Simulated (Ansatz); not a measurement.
# Mn3S2: the cost of one run

Method: DFT PBE, scalar-relativistic, plane waves, PAW, in Ansatz 0.2.0.

## (1) Starting point

The structure is trigonal, space group R-3m (No. 166). The conventional cell has a = 3.449 Å, b = 3.449 Å, c = 23.978 Å, α = 90.00°, β = 90.00°, γ = 120.00°. Mn (site symmetry -3m) is surrounded by 6 S at 2.55 Å. Around Mn (site symmetry 3m) lie 3 S at 2.42 Å. S (site symmetry 3m) has 6 Mn at 2.42 to 2.55 Å as nearest neighbours.

As a file:

```
CELL_PARAMETERS angstrom
1.72426 0.99550 7.99282
-1.72426 0.99550 7.99282
0.00000 -1.99100 7.99282
ATOMIC_POSITIONS crystal
Mn 0.00000 0.00000 0.00000
Mn 0.20950 0.20950 0.20950
Mn 0.79050 0.79050 0.79050
S 0.40000 0.40000 0.40000
S 0.60000 0.60000 0.60000
```

(A quick probe on a coarse mesh, which set the mesh and smearing, is not shown.)

## (3) The relaxation

The input, input.yaml:

```yaml
crystal:
  lattice:
    - [1.7242600816, 0.9955020222, 7.9928201188]
    - [-1.7242600816, 0.9955020222, 7.9928201188]
    - [0.0, -1.9910040445, 7.9928201188]
  atoms:
    - { symbol: Mn, position: [0.0, 0.0, 0.0], spin: 4.35 }
    - { symbol: Mn, position: [0.2095, 0.2095, 0.2095], spin: 3.71 }
    - { symbol: Mn, position: [0.7905, 0.7905, 0.7905], spin: 3.71 }
    - { symbol: S, position: [0.4, 0.4, 0.4] }
    - { symbol: S, position: [0.6, 0.6, 0.6] }
basis:
  ecutwfc: 420
kpoints:
  mp_grid: { grid: [12, 12, 12] }
hamiltonian:
  xc: pbe
scf:
  occupations: { method: gaussian, width: 0.1 }
output:
  forces: true
  stress: true
  eigenvalues: true
  populations: true
  write_density: true
  write_potential: true
  elf: true
  volumetric_format: npy
magnetization:
  spin_polarized: true
relax:
  adjacent_minimum: "off"
  f_tol: 0.01
  max_steps: 80
  cell: { stress_tol: 0.05 }
```

The run is started by

```sh
$ ansatz run input.yaml --threads 1 --pin off --max-ram 2560MiB --backend cpu --events-out ev --progress --plain --runs-dir out
```

Q: Estimate wall time and peak memory on 1 thread of Arm Neoverse V2, shared host.

About 8.6 min, with a peak of 1.1 GiB.
